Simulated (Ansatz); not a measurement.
# BH9O3Si3: up Jacob's ladder to CCSD(T)

One table from this session's results is given with a row withheld; the runs are named, their logs left out.

The runs use Ansatz 0.2.0, Gaussian basis; functionals in def2-TZVPP, the program's frozen cores in correlated methods.

The runs, in order: LDA (SPW92), PBE-D4, revPBE-D4, BLYP-D4, r2SCAN-D4, B97M-V, PBE0-D4, B3LYP-D4, r2SCANh-D4, r2SCAN0-D4, HSE06-D4, BHLYP-D4, CAM-B3LYP-D4, LC-ωPBE, ωB97X-V, ωB97M-V, B2PLYP, PBE-QIDH; CCSD(T)/def2-SVP; CCSD(T)/def2-TZVPP; MP2/def2-QZVPP; extrapolation to the limit; RPA on PBE.

## The relaxed structure

The geometry comes from an earlier relaxation with PBE0-D4 in a triple-zeta def2 set; it is a stationary point, not always the lowest conformer.

16 atoms, charge 0, spin multiplicity 1.

Atoms are counted from 1 here; the program's logs count them from 0.

Bond lengths: Si1–O2 1.655 Å, Si1–H8 1.484 Å, Si1–H9 1.481 Å, Si1–H10 1.484 Å, O2–B3 1.363 Å, B3–O4 1.363 Å, B3–O6 1.363 Å, O4–Si5 1.655 Å, Si5–H11 1.484 Å, Si5–H12 1.484 Å, Si5–H13 1.481 Å, O6–Si7 1.655 Å, Si7–H14 1.484 Å, Si7–H15 1.481 Å, Si7–H16 1.484 Å. Angles: O2–Si1–H8 110.4°, O2–Si1–H9 106.3°, O2–Si1–H10 110.4°, H8–Si1–H9 109.9°, H8–Si1–H10 109.8°, H9–Si1–H10 109.9°, Si1–O2–B3 129.1°, O2–B3–O4 120.0°, O2–B3–O6 120.0°, O4–B3–O6 120.0°, B3–O4–Si5 129.1°, O4–Si5–H11 110.4°, O4–Si5–H12 110.4°, O4–Si5–H13 106.3°, H11–Si5–H12 109.8°, H11–Si5–H13 109.9°, H12–Si5–H13 109.9°, B3–O6–Si7 129.1° and more.

The first run:

The input, in.yaml:

```yaml
crystal:
  periodic: [false, false, false]
  atoms:
    - {symbol: Si, position_ang: [1.329815, 0.522755, 2.325631]}
    - {symbol: O, position_ang: [0.025157, 0.273389, 1.337802]}
    - {symbol: B, position_ang: [-0.001828, -0.002420, 0.002813]}
    - {symbol: O, position_ang: [1.164566, -0.104322, -0.695820]}
    - {symbol: Si, position_ang: [1.394507, -0.426820, -2.303035]}
    - {symbol: O, position_ang: [-1.195154, -0.176094, -0.633403]}
    - {symbol: Si, position_ang: [-2.728475, -0.099912, -0.014292]}
    - {symbol: H, position_ang: [2.196942, -0.681176, 2.351876]}
    - {symbol: H, position_ang: [0.784358, 0.781508, 3.678360]}
    - {symbol: H, position_ang: [2.112770, 1.695452, 1.863238]}
    - {symbol: H, position_ang: [0.739701, 0.610100, -3.138511]}
    - {symbol: H, position_ang: [0.850769, -1.764476, -2.645252]}
    - {symbol: H, position_ang: [2.858705, -0.404918, -2.526683]}
    - {symbol: H, position_ang: [-2.912750, -1.127084, 1.040683]}
    - {symbol: H, position_ang: [-3.647699, -0.366930, -1.144819]}
    - {symbol: H, position_ang: [-2.994085, 1.248348, 0.545813]}
basis:
  gaussian: {orbitals: def2-TZVPP}
hamiltonian: {xc: lda}
output: {orbitals: {seedname: orbitals}}
```

Started as:

```console
$ ansatz run in.yaml --threads 2 --pin off --events-out ev --progress --plain --max-ram 20480MiB --backend cuda --devices 0, --max-vram 18GiB
```

Steps of the session up to this table: LDA; PBE-D4 (GGA); revPBE-D4 (GGA); BLYP-D4 (GGA); r2SCAN-D4 (meta-GGA); B97M-V (meta-GGA); B3LYP-D4 (hybrid); r2SCANh-D4 (hybrid); r2SCAN0-D4 (hybrid); HSE06-D4 (hybrid); BHLYP-D4 (hybrid); CAM-B3LYP-D4 (range-separated); LC-ωPBE (range-separated); ωB97X-V (range-separated); ωB97M-V (range-separated); B2PLYP (double hybrid); PBE-QIDH (double hybrid).

One of the session's tables, all rows but one given; the rest of the session is left out.

It belongs to the step «Orbital energies across the functionals». 

| functional | HOMO (eV) | gap (eV) |
| --- | --- | --- |
| LDA (SPW92) | -7.67 | 6.31 |
| PBE-D4 | -7.58 | 6.50 |
| revPBE-D4 | -7.55 | 6.60 |
| BLYP-D4 | -7.50 | 6.55 |
| r2SCAN-D4 | -7.95 | 7.30 |
| B97M-V | -8.09 | 7.09 |
| PBE0-D4 | -9.02 | 8.80 |
| B3LYP-D4 | -8.81 | 8.36 |
| r2SCANh-D4 | -8.48 | 8.10 |
| r2SCAN0-D4 | -9.28 | 9.30 |
| HSE06-D4 | -8.62 | 8.02 |
| BHLYP-D4 | -10.41 | 11.00 |
| CAM-B3LYP-D4 | -10.45 | 11.16 |
| LC-ωPBE | -11.81 | 13.73 |
| ωB97X-V | ? | ? |
| ωB97M-V | -11.34 | 12.69 |

**Question.** Estimate the row for ωB97X-V.

**Answer.** HOMO (eV): -11.48; gap (eV): 13.19. In the column «HOMO (eV)» it lies between LC-ωPBE (-11.81) and ωB97M-V (-11.34).
